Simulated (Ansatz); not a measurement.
Predict the output of the script below (Ansatz's Python interface).

Script `run_torsion.py`:
```python
import ansatz as az
from ase import Atoms

atoms = Atoms(["Si", "Ge", "Si", "H", "H", "H", "H", "H", "H", "H"], positions=[
    [-1.8615, 0.561, -0.7434],
    [0.3299, 0.7689, -0.2197],
    [0.9179, -1.0674, 1.0239],
    [-2.0645, -0.6248, -1.5128],
    [-2.3003, 1.753, -1.5948],
    [1.1742, 0.8293, -1.5216],
    [0.6042, 2.0668, 0.6046],
    [0.7492, -2.2754, 0.2518],
    [0.154, -1.0907, 2.3125],
    [2.3799, -0.9718, 1.4025],
])

first = (
    az.Crystal.molecule_from_ase(atoms).calculation()
    .basis(gaussian="def2-SVP")
    .functional("hf")
    .spin("collinear", total=1)
    .relax(force_tolerance=0.02, max_steps=80)
)
atoms.positions = first.run(threads=1, backend="cpu").report["positions_ang"]

start = atoms.get_dihedral(2, 1, 0, 3)
energies = {}
for turn in range(0, 360, 40):
    turned = atoms.copy()
    turned.set_dihedral(2, 1, 0, 3, start + turn, indices=[0, 3, 4])
    model = (
        az.Crystal.molecule_from_ase(turned).calculation()
        .basis(gaussian="def2-SVP")
        .functional("hf")
        .spin("collinear", total=1)
    )
    energies[round((start + turn) % 360)] = model.run(threads=1, backend="cpu").report["free_energy_ev"]
floor = min(energies.values())
print("dihedral Si2-Ge1-Si0-H3 (deg)   E - E(min) (kJ/mol)")
for angle, e in sorted(energies.items()):
    print(f"{angle:8d} {96.485332 * (e - floor):14.3f}  " + "#" * int(30 * (e - floor) / max(max(energies.values()) - floor, 1e-9)))
```

```console
$ python run_torsion.py
dihedral Si2-Ge1-Si0-H3 (deg)   E - E(min) (kJ/mol)
      24          1.984  ###############
      64          0.000
     104          2.137  #################
     144          2.611  ####################
     184          1.552  ############
     224          3.768  ##############################
     264          3.206  #########################
     304          0.979  #######
     344          2.570  ####################
```

Reading the output:
- The scan is rigid and the energies are electronic, in a modest basis. With rigid groups the curve can differ much from the relaxed path, the start wasn't checked as a minimum of this torsion, and equivalent turns needn't return to the same energy.
- The species is open-shell (spin multiplicity 2).
- Wall time of the script: 56 s on 1 thread of Arm Neoverse V1, with other jobs on the host, peak memory 0.37 GiB.
